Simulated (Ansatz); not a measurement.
# Ge4H: the cost of one run

Method: DFT PBE+D3(BJ), scalar-relativistic, plane waves, PAW, in Ansatz 0.2.0.

4 further runs of the same task are left out: 4 set aside as unsound or not needed. Runs told in other sessions of the task aren't counted.

### Step 1. The starting structure

The structure is orthorhombic, space group Pmm2 (No. 25). The conventional cell has a = 4.030 Å, b = 4.030 Å, c = 21.642 Å, α = 90.00°, β = 90.00°, γ = 90.00°. Ge (site symmetry mm2) is surrounded by 2 Ge at 2.47 Å. Ge (site symmetry mm2) has 4 Ge at 2.47 to 2.51 Å in its first shell of neighbours. Around H (site symmetry mm2) lie 2 Ge at 3.87 Å.

Coordinates:

```xyz
5
Lattice="4.0304 0.0000 0.0000 0.0000 4.0304 0.0000 0.0000 0.0000 21.6417" Properties=species:S:1:pos:R:3 pbc="T T T"
Ge    0.0000    2.0152    4.0000
Ge    0.0000    0.0000    5.4249
Ge    2.0152    0.0000    6.9179
Ge    2.0152    2.0152    8.3417
H     2.0152    4.0304   11.6417
```

This is the geometry of the first run shown, built on a cell relaxed beforehand with the same method.

### Step 2. The scan

Atoms count from 1 in the order of the input.

H is moved over the surface cell at a fixed height above a rigid substrate; the origin of the map has the adsorbate above Ge4; the height is held at 3.30 Å.

The axes are (1) position of H5 along the first surface vector, from above Ge4: 8 values from 0.000 to 0.875, periodic; (2) position of H5 along the second surface vector, from above Ge4: 8 values from 0.000 to 0.875, periodic.

Nothing else is relaxed. Points are written as (first, second).

The two vectors of the plane (Å): (4.030, 0.000, 0.000); (0.000, 4.030, 0.000).

### Step 3. Grid point (0/8, 4/8) of the map's two axes

The cell repeats along c, and a dipole correction in the vacuum removes the field between the copies.

input.yaml

```yaml
crystal:
  lattice:
    - [4.0303587907, 0.0, 0.0]
    - [0.0, 4.0303587907, 0.0]
    - [0.0, 0.0, 21.6416627718]
  atoms:
    - { symbol: Ge, position: [0.0, 0.5, 0.1848286817] }
    - { symbol: Ge, position: [0.0, 0.0, 0.2506714513] }
    - { symbol: Ge, position: [0.5, 0.0, 0.3196569899] }
    - { symbol: Ge, position: [0.5, 0.5, 0.3854446333] }
    - { symbol: H, position: [0.5, 1.0, 0.5379282957] }
basis:
  ecutwfc: 420
kpoints:
  mp_grid: { grid: [7, 7, 1] }
hamiltonian:
  xc: pbe
  pseudopotentials: { kind: paw, azcp: { folder: soft_1 } }
  dispersion: d3bj
scf:
  occupations: { method: gaussian, width: 0.1 }
output:
  forces: true
  eigenvalues: true
efield:
  axis: 3
  dipole_correction: true
  ramp_width: 0.04
```

On the command line:

```sh
$ ansatz run input.yaml --threads 1 --pin off --max-ram 3072MiB --backend cpu --events-out ev --progress --plain --runs-dir out
```

Q: Estimate wall time and peak memory on 1 thread of Arm Neoverse V2, shared host.

About 16 s, with a peak of 0.47 GiB.
